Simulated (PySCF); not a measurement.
# GeSH₂: one geometry, several methods

How much do the numbers for GeSH₂ (singlet) hang on the method? All levels run at one geometry, the PBE0 minimum.

Program: PySCF 2.14.0. Level of theory: several methods, basis Ge def2-TZVP, S def2-TZVP, H def2-TZVP, no relativity, density fitting. These are calculated values, not measurements.

**1. Where the work starts**

4 atoms, charge 0, spin multiplicity 1.

Bond lengths: Ge1–S2 2.021 Å, Ge1–H3 1.540 Å, Ge1–H4 1.540 Å. Angles: S2–Ge1–H3 124.5°, S2–Ge1–H4 124.5°, H3–Ge1–H4 111.0°.

Coordinates in bohr (charge 0 multiplicity 1):
```
Ge    1.0043    0.0000    0.4504
S    -2.4802    0.0000   -1.1123
H     1.5260    0.0000    3.3131
H     3.4890    0.0000   -1.0641
```

**2. Real-space pictures of the lowest minimum**

The plane holds Ge1 at (0.00, 0.00), S2 at (2.02, 0.00), H3 at (-0.87, 1.27), H4 at (-0.87, -1.27) Å. Columns run from x = -2.85 to 4.35 Å, rows from y = 3.45 (top) to -3.15 Å, in steps of 0.3 Å.

Density (cut at 5 e/Å³):

Ten steps from '0' (0.000 e/Å³) to '9' (5.000 e/Å³), finer at the low end (step k begins (100^(k/10) - 1)/99 of the way up):
```
0000000000000000000000000
0000000000000000000000000
0000000000000000000000000
0000000000000000000000000
0000001110000000000000000
0000112221100000000000000
0000134543211111111000000
0001246754322222332110000
0001246765433344544310000
0001235666654456665421000
0000134589985567876531000
0000124699996679997532000
0000124699996679997532000
0000134589985567876531000
0001235666654456665421000
0001246765433344544310000
0001246754322222332110000
0000134543211111111000000
0000112221100000000000000
0000001110000000000000000
0000000000000000000000000
0000000000000000000000000
0000000000000000000000000
```

ELF (0 where the density is under 0.005 e/Å³):

Ten even steps from '0' (0.00) to '9' (1.00):
```
0000000000000000000000000
0000000000000000000000000
0000000000000000000000000
0000689983000000000000000
0007999997100001222000000
0059999999300014554320000
0089999999510136777642000
0089999999521357888763100
0069999997423568999875200
0037999941114678899875300
0002577315522772017886310
0000133154451752781886310
0000133154451752781886310
0002577315522772017886310
0037999941114678899875300
0069999997423568999875200
0089999999521357888763100
0089999999510136777642000
0059999999300014554320000
0007999997100001222000000
0000689983000000000000000
0000000000000000000000000
0000000000000000000000000
```

Electrostatic potential (cut at 20 V):

Ten steps from '0' (-1.11 V) to '9' (20.00 V), finer at the low end (step k begins (100^(k/10) - 1)/99 of the way up):
```
4444444444433333333333333
4444444444433333333333333
4444444444443333222222333
4444444444443332222222233
4444555554444322111122223
4445566665544321000012222
4445679976554421000011222
4445689997765544433222222
4445689998887666776432222
4455678999998789998753322
4455668999999899999864332
4455678999999999999975333
4455678999999999999975333
4455668999999899999864332
4455678999998789998753322
4445689998887666776432222
4445689997765544433222222
4445679976554421000011222
4445566665544321000012222
4444555554444322111122223
4444444444443332222222233
4444444444443333222222333
4444444444433333333333333
```

Along Ge1–S2 (2.021 Å) the density is least, 0.94 e/Å³, about 0.91 Å from Ge1; ELF there is 0.47.

Making the fields took 0.9 s on 2 threads of Intel Xeon 6975P-C (Granite Rapids), shared host.

**3. PBE0**

The steps are one call of a driver around PySCF; scf.py gives each level's set-up. Each SCF starts from the density of the minimum. The driver also runs the species with one electron less or more at the same geometry; their logs are not shown.

scf.py reads:

```python
from pyscf import gto, scf, dft
mol = gto.M(atom='''
Ge     0.531455    -0.000000     0.238334
S     -1.312481     0.000000    -0.588588
H      0.807527    -0.000000     1.753203
H      1.846280    -0.000000    -0.563091''',
    basis={'Ge': 'def2-TZVP', 'S': 'def2-TZVP', 'H': 'def2-TZVP'},
    charge=0, spin=0)
mf = dft.RKS(mol, xc='PBE0')
mf.grids.atom_grid = (75, 302)
aux = {'Ge': 'def2-universal-JKFIT', 'S': 'def2-universal-JKFIT', 'H': 'def2-universal-JKFIT'}
mf = mf.density_fit(auxbasis=aux)
mf.conv_tol = 1e-08
mf.diis_space = 10
mf.max_cycle = 60
mf.verbose = 4
mf.kernel()
```

Run with:

```console
$ OMP_NUM_THREADS=2 python axn.py task.json out
```

Output:

```text
init E= -2475.9981376387
  HOMO = -0.256078642475586  LUMO = -0.0988416528713181  gap/eV = 4.27864
cycle= 1 E= -2475.99813763812  delta_E= 5.8e-10  |g|= 5.05e-05  |ddm|= 6.75e-05
  HOMO = -0.256091934946532  LUMO = -0.098840103765351  gap/eV = 4.27904
Extra cycle  E= -2475.99813763574  delta_E= 2.38e-09  |g|= 0.000103  |ddm|= 0.000137
converged SCF energy = -2475.99813763574
```

This level, with the species of one electron less or more, took 2.2 s.

| Property | Result |
| --- | --- |
| energy | -2475.998138 Eh |
| one electron less (charge +1) | -2475.662660 Eh (doublet, ⟨S²⟩ 0.76) |
| one electron more (charge -1) | -2476.025146 Eh (doublet, ⟨S²⟩ 0.76) |
| Mulliken charge of Ge1 | +0.28 e |

**4. HF**

Changes to scf.py since step 3:

```diff
@@ -9,2 +9 @@
-mf = dft.RKS(mol, xc='PBE0')
-mf.grids.atom_grid = (75, 302)
+mf = scf.RHF(mol)
```

Output, shortened:

```text
[... the frontier levels of the middle cycles are left out ...]
init E= -2474.045103416
  HOMO = -0.350024863257354  LUMO = 0.0211175692830565  gap/eV = 10.09930
cycle= 1 E= -2474.06579902945  delta_E= -0.0207  |g|= 0.119  |ddm|= 0.259
  HOMO = -0.352012018970064  LUMO = 0.0143996328860112  gap/eV = 9.97057
cycle= 2 E= -2474.06706300425  delta_E= -0.00126  |g|= 0.0597  |ddm|= 0.0955
  HOMO = -0.352904185482435  LUMO = 0.013895721008506  gap/eV = 9.98113
cycle= 3 E= -2474.06734334266  delta_E= -0.00028  |g|= 0.0121  |ddm|= 0.0254
cycle= 4 E= -2474.06738238768  delta_E= -3.9e-05  |g|= 0.00264  |ddm|= 0.015
cycle= 5 E= -2474.06738618116  delta_E= -3.79e-06  |g|= 0.000967  |ddm|= 0.00354
cycle= 6 E= -2474.06738766571  delta_E= -1.48e-06  |g|= 0.000505  |ddm|= 0.00246
cycle= 7 E= -2474.06738805766  delta_E= -3.92e-07  |g|= 0.000168  |ddm|= 0.00161
cycle= 8 E= -2474.06738810416  delta_E= -4.65e-08  |g|= 3.19e-05  |ddm|= 0.000681
cycle= 9 E= -2474.06738810512  delta_E= -9.55e-10  |g|= 4.85e-06  |ddm|= 8.13e-05
  HOMO = -0.352223312871737  LUMO = 0.0143183364148207  gap/eV = 9.97411
Extra cycle  E= -2474.06738810514  delta_E= -1.68e-11  |g|= 2.24e-06  |ddm|= 7.21e-06
converged SCF energy = -2474.06738810514
```

This level, with the species of one electron less or more, took 0.8 s.

```
energy                        : -2474.067388 Eh
one electron less (charge +1) : -2473.775930 Eh (doublet, ⟨S²⟩ 0.77)
one electron more (charge -1) : -2474.075578 Eh (doublet, ⟨S²⟩ 0.77)
Mulliken charge of Ge1        : +0.40 e
```

**5. PBE**

Changes to scf.py since step 4:

```diff
@@ -9 +9,2 @@
-mf = scf.RHF(mol)
+mf = dft.RKS(mol, xc='PBE')
+mf.grids.atom_grid = (75, 302)
```

Output, shortened:

```text
[... the frontier levels of the middle cycles are left out ...]
init E= -2475.91120981439
  HOMO = -0.210062692132009  LUMO = -0.127573177767047  gap/eV = 2.24465
cycle= 1 E= -2475.91296347773  delta_E= -0.00175  |g|= 0.101  |ddm|= 0.166
  HOMO = -0.223745866763174  LUMO = -0.12694863680127  gap/eV = 2.63399
cycle= 2 E= -2475.90684884956  delta_E= 0.00611  |g|= 0.161  |ddm|= 0.198
  HOMO = -0.208446302724582  LUMO = -0.126722837704907  gap/eV = 2.22381
cycle= 3 E= -2475.91183750991  delta_E= -0.00499  |g|= 0.0887  |ddm|= 0.219
cycle= 4 E= -2475.91423869549  delta_E= -0.0024  |g|= 0.00398  |ddm|= 0.0827
cycle= 5 E= -2475.91424380739  delta_E= -5.11e-06  |g|= 0.00115  |ddm|= 0.00618
cycle= 6 E= -2475.91424417787  delta_E= -3.7e-07  |g|= 0.000333  |ddm|= 0.00119
cycle= 7 E= -2475.91424421506  delta_E= -3.72e-08  |g|= 7.79e-05  |ddm|= 0.000284
cycle= 8 E= -2475.91424421764  delta_E= -2.58e-09  |g|= 1.01e-05  |ddm|= 9.93e-05
  HOMO = -0.213455474791179  LUMO = -0.126939788239667  gap/eV = 2.35421
Extra cycle  E= -2475.91424421732  delta_E= 3.17e-10  |g|= 3.03e-05  |ddm|= 4.56e-05
converged SCF energy = -2475.91424421732
```

This level, with the species of one electron less or more, took 6 s.

* energy: -2475.914244 Eh
* one electron less (charge +1): -2475.578324 Eh (doublet, ⟨S²⟩ 0.76)
* one electron more (charge -1): -2475.937161 Eh (doublet, ⟨S²⟩ 0.75)
* Mulliken charge of Ge1: +0.26 e

**6. B3LYP**

Changes to scf.py since step 5:

```diff
@@ -9 +9 @@
-mf = dft.RKS(mol, xc='PBE')
+mf = dft.RKS(mol, xc='B3LYP')
```

Output:

```text
init E= -2476.46653614926
  HOMO = -0.245469626325001  LUMO = -0.105199058021874  gap/eV = 3.81696
cycle= 1 E= -2476.46767690499  delta_E= -0.00114  |g|= 0.0347  |ddm|= 0.148
  HOMO = -0.248467089568305  LUMO = -0.107016735513195  gap/eV = 3.84906
cycle= 2 E= -2476.46764974319  delta_E= 2.72e-05  |g|= 0.0407  |ddm|= 0.0315
  HOMO = -0.247632016444765  LUMO = -0.106114055817457  gap/eV = 3.85090
cycle= 3 E= -2476.46776846633  delta_E= -0.000119  |g|= 0.00284  |ddm|= 0.0164
  HOMO = -0.247283857587089  LUMO = -0.10630354142879  gap/eV = 3.83627
cycle= 4 E= -2476.46776868665  delta_E= -2.2e-07  |g|= 0.00257  |ddm|= 0.0052
  HOMO = -0.247544424225577  LUMO = -0.106314569145031  gap/eV = 3.84306
cycle= 5 E= -2476.46777098261  delta_E= -2.3e-06  |g|= 0.000119  |ddm|= 0.00254
  HOMO = -0.247539603781131  LUMO = -0.106315157492528  gap/eV = 3.84291
cycle= 6 E= -2476.46777098388  delta_E= -1.27e-09  |g|= 2.57e-05  |ddm|= 0.000122
  HOMO = -0.247549274353659  LUMO = -0.106316412418334  gap/eV = 3.84314
Extra cycle  E= -2476.46777098329  delta_E= 5.86e-10  |g|= 4.97e-05  |ddm|= 7.67e-05
converged SCF energy = -2476.46777098329
```

This level, with the species of one electron less or more, took 4.7 s on 2 threads of Intel Xeon 6975P-C (Granite Rapids), shared host.

| Quantity | Value |
| --- | --- |
| energy | -2476.467771 Eh |
| one electron less (charge +1) | -2476.130331 Eh (doublet, ⟨S²⟩ 0.76) |
| one electron more (charge -1) | -2476.492325 Eh (doublet, ⟨S²⟩ 0.75) |
| Mulliken charge of Ge1 | +0.29 e |

**7. r2SCAN**

Changes to scf.py since step 6:

```diff
@@ -9,2 +9,2 @@
-mf = dft.RKS(mol, xc='B3LYP')
-mf.grids.atom_grid = (75, 302)
+mf = dft.RKS(mol, xc='R2SCAN')
+mf.grids.atom_grid = (90, 434)
```

Output, shortened:

```text
[... the frontier levels of the middle cycles are left out ...]
init E= -2476.36265888865
  HOMO = -0.22107444672633  LUMO = -0.124079420464252  gap/eV = 2.63937
cycle= 1 E= -2476.363429844  delta_E= -0.000771  |g|= 0.0262  |ddm|= 0.0947
  HOMO = -0.229067323181877  LUMO = -0.123929348652425  gap/eV = 2.86095
cycle= 2 E= -2476.36159264442  delta_E= 0.00184  |g|= 0.0735  |ddm|= 0.104
  HOMO = -0.223435198448378  LUMO = -0.124092023848497  gap/eV = 2.70327
cycle= 3 E= -2476.36370161982  delta_E= -0.00211  |g|= 0.00814  |ddm|= 0.0734
cycle= 4 E= -2476.36370914153  delta_E= -7.52e-06  |g|= 0.00193  |ddm|= 0.00458
cycle= 5 E= -2476.36370968798  delta_E= -5.46e-07  |g|= 0.000205  |ddm|= 0.00139
cycle= 6 E= -2476.36370970221  delta_E= -1.42e-08  |g|= 5.06e-05  |ddm|= 0.000219
cycle= 7 E= -2476.36370970287  delta_E= -6.64e-10  |g|= 1.01e-05  |ddm|= 4.45e-05
  HOMO = -0.222927665863519  LUMO = -0.123898372423234  gap/eV = 2.69472
Extra cycle  E= -2476.36370970284  delta_E= 3e-11  |g|= 1.6e-05  |ddm|= 2.29e-05
converged SCF energy = -2476.36370970284
```

This level, with the species of one electron less or more, took 14 s.

```
energy                        : -2476.363710 Eh
one electron less (charge +1) : -2476.027476 Eh (doublet, ⟨S²⟩ 0.76)
one electron more (charge -1) : -2476.393714 Eh (doublet, ⟨S²⟩ 0.76)
Mulliken charge of Ge1        : +0.28 e
```

**8. TPSSh**

Changes to scf.py since step 7:

```diff
@@ -9 +9 @@
-mf = dft.RKS(mol, xc='R2SCAN')
+mf = dft.RKS(mol, xc='TPSSH')
```

Output, shortened:

```text
[... the frontier levels of the middle cycles are left out ...]
init E= -2476.38647280792
  HOMO = -0.233980878077489  LUMO = -0.112906852224683  gap/eV = 3.29459
cycle= 1 E= -2476.38690644617  delta_E= -0.000434  |g|= 0.0706  |ddm|= 0.0989
  HOMO = -0.236148990137568  LUMO = -0.114320808164713  gap/eV = 3.31511
cycle= 2 E= -2476.3867044191  delta_E= 0.000202  |g|= 0.0892  |ddm|= 0.0593
  HOMO = -0.234210629335088  LUMO = -0.112398303624342  gap/eV = 3.31468
cycle= 3 E= -2476.3872518587  delta_E= -0.000547  |g|= 0.00352  |ddm|= 0.0335
cycle= 4 E= -2476.38725550421  delta_E= -3.65e-06  |g|= 0.00204  |ddm|= 0.00553
cycle= 5 E= -2476.38725684718  delta_E= -1.34e-06  |g|= 0.000253  |ddm|= 0.00189
cycle= 6 E= -2476.38725686279  delta_E= -1.56e-08  |g|= 7.5e-05  |ddm|= 0.000233
cycle= 7 E= -2476.38725686501  delta_E= -2.22e-09  |g|= 1.23e-05  |ddm|= 9.22e-05
  HOMO = -0.234146056835414  LUMO = -0.11261684835593  gap/eV = 3.30698
Extra cycle  E= -2476.38725686496  delta_E= 4.77e-11  |g|= 1.65e-05  |ddm|= 2.99e-05
converged SCF energy = -2476.38725686496
```

This level, with the species of one electron less or more, took 14 s.

| Property | Result |
| --- | --- |
| energy | -2476.387257 Eh |
| one electron less (charge +1) | -2476.051431 Eh (doublet, ⟨S²⟩ 0.76) |
| one electron more (charge -1) | -2476.412073 Eh (doublet, ⟨S²⟩ 0.75) |
| Mulliken charge of Ge1 | +0.31 e |

**9. CAM-B3LYP**

Changes to scf.py since step 8:

```diff
@@ -9,2 +9,2 @@
-mf = dft.RKS(mol, xc='TPSSH')
-mf.grids.atom_grid = (90, 434)
+mf = dft.RKS(mol, xc='CAMB3LYP')
+mf.grids.atom_grid = (75, 302)
```

Output:

```text
init E= -2476.52663281468
  HOMO = -0.302065922150298  LUMO = -0.0599391965194087  gap/eV = 6.58860
cycle= 1 E= -2476.52780987317  delta_E= -0.00118  |g|= 0.045  |ddm|= 0.17
  HOMO = -0.300252717892562  LUMO = -0.0623676227165468  gap/eV = 6.47318
cycle= 2 E= -2476.52769825035  delta_E= 0.000112  |g|= 0.054  |ddm|= 0.0516
  HOMO = -0.302864155102249  LUMO = -0.0614748419341069  gap/eV = 6.56854
cycle= 3 E= -2476.52799232159  delta_E= -0.000294  |g|= 0.00295  |ddm|= 0.0276
  HOMO = -0.302393210811211  LUMO = -0.0616111428832191  gap/eV = 6.55201
cycle= 4 E= -2476.52799468685  delta_E= -2.37e-06  |g|= 0.00135  |ddm|= 0.00441
  HOMO = -0.302621785464119  LUMO = -0.0616481463910574  gap/eV = 6.55723
cycle= 5 E= -2476.52799525976  delta_E= -5.73e-07  |g|= 0.000143  |ddm|= 0.00175
  HOMO = -0.302619076568121  LUMO = -0.0616277627946893  gap/eV = 6.55771
cycle= 6 E= -2476.52799526789  delta_E= -8.13e-09  |g|= 4.62e-05  |ddm|= 0.000226
  HOMO = -0.302615986645126  LUMO = -0.0616321709879308  gap/eV = 6.55750
Extra cycle  E= -2476.52799526852  delta_E= -6.3e-10  |g|= 4.74e-05  |ddm|= 0.000106
converged SCF energy = -2476.52799526852
```

This level, with the species of one electron less or more, took 5.3 s.

```
energy                        : -2476.527995 Eh
one electron less (charge +1) : -2476.192013 Eh (doublet, ⟨S²⟩ 0.76)
one electron more (charge -1) : -2476.554724 Eh (doublet, ⟨S²⟩ 0.76)
Mulliken charge of Ge1        : +0.25 e
```

**10. B2PLYP**

Changes to scf.py since step 9:

```diff
@@ -9 +9 @@
-mf = dft.RKS(mol, xc='CAMB3LYP')
+mf = dft.RKS(mol, xc='0.53*HF + 0.47*B88, 0.73*LYP')
```

Output, shortened:

```text
[... the frontier levels of the middle cycles are left out ...]
init E= -2475.76173665889
  HOMO = -0.289480227472428  LUMO = -0.0528178468703082  gap/eV = 6.43991
cycle= 1 E= -2475.76429723419  delta_E= -0.00256  |g|= 0.0492  |ddm|= 0.138
  HOMO = -0.289165075884302  LUMO = -0.0576490061677788  gap/eV = 6.29987
cycle= 2 E= -2475.76437519564  delta_E= -7.8e-05  |g|= 0.0352  |ddm|= 0.0459
  HOMO = -0.291746635712105  LUMO = -0.057001331625532  gap/eV = 6.38775
cycle= 3 E= -2475.76451443959  delta_E= -0.000139  |g|= 0.00486  |ddm|= 0.0235
cycle= 4 E= -2475.76452056185  delta_E= -6.12e-06  |g|= 0.00239  |ddm|= 0.00608
cycle= 5 E= -2475.76452172205  delta_E= -1.16e-06  |g|= 0.000383  |ddm|= 0.00213
cycle= 6 E= -2475.76452175881  delta_E= -3.68e-08  |g|= 9.32e-05  |ddm|= 0.000436
cycle= 7 E= -2475.76452176306  delta_E= -4.25e-09  |g|= 2.75e-05  |ddm|= 0.000128
  HOMO = -0.290849701354912  LUMO = -0.0568258429024873  gap/eV = 6.36811
Extra cycle  E= -2475.76452176346  delta_E= -3.99e-10  |g|= 2.11e-05  |ddm|= 6.27e-05
converged SCF energy = -2475.76452176346
```

This level, with the species of one electron less or more, took 5.5 s on 2 threads of Intel Xeon 6975P-C (Granite Rapids), shared host.

| Item | Value |
| --- | --- |
| energy | -2475.902652 Eh |
| one electron less (charge +1) | -2475.566117 Eh (doublet, ⟨S²⟩ 0.76) |
| one electron more (charge -1) | -2475.922408 Eh (doublet, ⟨S²⟩ 0.76) |
| of which 0.27 × MP2-like term | -0.13813 Eh |

**11. The ladder**

| level | atomisation energy (kJ/mol) | vertical ionisation energy (eV) | vertical electron affinity (eV) | −ε(HOMO) (eV) | gap (eV) | dipole (D) | wall time |
| --- | --- | --- | --- | --- | --- | --- | --- |
| PBE0 | 964 | 9.13 | 0.73 | 6.97 | 4.28 | 3.00 | 2.2 s |
| HF | 643 | 7.93 | 0.22 | 9.58 | 9.97 | 3.73 | 0.8 s |
| PBE | 984 | 9.14 | 0.62 | 5.81 | 2.35 | 2.69 | 6 s |
| B3LYP | 961 | 9.18 | 0.67 | 6.74 | 3.84 | 2.86 | 4.7 s |
| r2SCAN | 989 | 9.15 | 0.82 | 6.07 | 2.69 | 2.87 | 14 s |
| TPSSh | 996 | 9.14 | 0.68 | 6.37 | 3.31 | 2.87 | 14 s |
| CAM-B3LYP | 960 | 9.14 | 0.73 | 8.23 | 6.56 | 3.08 | 5.3 s |
| B2PLYP | 959 | 9.16 | 0.54 | – | – | – | 5.5 s |

Times are for 2 threads of Intel Xeon 6975P-C (Granite Rapids), shared host; PBE0 starts from its own converged density, so its time is not comparable. A dash stands where a species or a free atom was not run at that level, or the quantity is not defined.

Atomisation goes to high-spin atoms in their ground configurations, run at the same level, without zero-point energy.

**12. Outcome**

| quantity | value |
| --- | --- |
| atomisation energy, range | 643 (HF) to 996 (TPSSh) kJ/mol |
| vertical ionisation energy, range | 7.93 (HF) to 9.18 (B3LYP) eV |
| vertical electron affinity, range | 0.22 (HF) to 0.82 (r2SCAN) eV |
| orbital gap, range | 2.35 (PBE) to 9.97 (HF) eV |

**Reading.** The atomisation energy spreads over 354 kJ/mol, from HF to TPSSh; without a CCSD(T) value for it there is no yardstick here. Without diffuse functions electron affinities tend to come out too low.
